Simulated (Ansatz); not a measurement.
**CH3BFN: taking an electron away**

How much energy removes an electron from CH3BFN at fixed geometry? The cation is run at each level and the neutral's energy taken from earlier runs.

Program: Ansatz 0.2.0, Gaussian basis. Level of theory: unrestricted cation, the program's frozen cores in correlated methods. These are calculated values, not measurements.

Plan: UKS PBE-D4/def2-TZVPP; UKS r2SCAN-D4/def2-TZVPP; UKS PBE0-D4/def2-TZVPP; UKS B3LYP-D4/def2-TZVPP; UKS wB97X-V/def2-TZVPP; UKS wB97M-V/def2-TZVPP; UKS B2PLYP/def2-TZVPP; UHF-CCSD(T)/def2-TZVPP; UHF-MP2/def2-QZVPP; extrapolation to the limit; then −ε(HOMO) from the neutral's earlier runs with LDA (SPW92), PBE-D4, revPBE-D4, BLYP-D4, r2SCAN-D4, B97M-V, PBE0-D4, B3LYP-D4, r2SCANh-D4, r2SCAN0-D4, HSE06-D4, BHLYP-D4, CAM-B3LYP-D4, LC-ωPBE, ωB97X-V, ωB97M-V.

### Step 1. The relaxed structure

An earlier PBE0-D4/def2-TZVP relaxation fixed the geometry.

SMILES `FC1BN1`, 7 atoms, charge 0, spin multiplicity 1.

Atoms are counted from 1 here; the program's logs count them from 0.

Bond lengths: F1–C2 1.383 Å, C2–B3 1.547 Å, C2–N4 1.420 Å, C2–H5 1.087 Å, B3–N4 1.354 Å, B3–H6 1.181 Å, N4–H7 1.006 Å. Angles: F1–C2–B3 120.0°, F1–C2–N4 115.2°, F1–C2–H5 108.3°, B3–C2–N4 54.1°, B3–C2–H5 128.9°, N4–C2–H5 119.0°, C2–B3–N4 58.1°, C2–B3–H6 157.1°, N4–B3–H6 144.7°, C2–N4–B3 67.8°, C2–N4–H7 135.8°, B3–N4–H7 156.4°.

### Step 2. Cation, UKS PBE-D4/def2-TZVPP

Contents of in.yaml:

```yaml
crystal:
  periodic: [false, false, false]
  atoms:
    - {symbol: F, position_ang: [-0.676964, -1.661841, -0.329824]}
    - {symbol: C, position_ang: [-0.613748, -0.284551, -0.220007]}
    - {symbol: B, position_ang: [0.260259, 0.363761, 0.879715]}
    - {symbol: N, position_ang: [0.676791, 0.277408, -0.405680]}
    - {symbol: H, position_ang: [-1.456619, 0.139780, -0.760249]}
    - {symbol: H, position_ang: [0.559229, 0.711176, 1.968612]}
    - {symbol: H, position_ang: [1.312251, 0.386265, -1.178268]}
basis:
  gaussian: {orbitals: def2-TZVPP}
total_charge: 1
magnetization: {spin_polarized: true, initial_magnetization: 1}
hamiltonian: {xc: pbe, dispersion: d4}
```

Run with:

```bash
$ ansatz run in.yaml --threads 2 --pin off --events-out ev --progress --plain --max-ram 4352MiB
```

The runs that follow: Cation, UKS r2SCAN-D4/def2-TZVPP; Cation, UKS PBE0-D4/def2-TZVPP; Cation, UKS B3LYP-D4/def2-TZVPP; Cation, UKS wB97X-V/def2-TZVPP; Cation, UKS wB97M-V/def2-TZVPP; Cation, UKS B2PLYP (frozen core)/def2-TZVPP; Cation, UHF-CCSD(T)/def2-TZVPP; Cation, UHF-MP2/def2-QZVPP.

Q: Predict the results of all the runs planned. Wanted: ionisation energy, CCSD(T)/CBS; nearest functional by difference; nearest −ε(HOMO); −ε(HOMO) of PBE; T1 of the cation.

As calculated:

| quantity | value |
| --- | --- |
| ionisation energy, CCSD(T)/CBS | 10.83 eV |
| nearest functional by difference | ωB97M-V (-0.22 eV) |
| nearest −ε(HOMO) | LC-ωPBE (-0.08 eV) |
| −ε(HOMO) of PBE | 6.50 eV |
| T1 of the cation | 0.029 |

What this shows: Energy differences with functionals land within 0.54 eV of the reference. −ε(HOMO) of PBE misses by 4.3 eV, since self-interaction lifts the level. Among orbital estimates LC-ωPBE comes nearest. Hartree-Fock falls 0.91 eV short, as the neutral has more correlation energy than the cation.
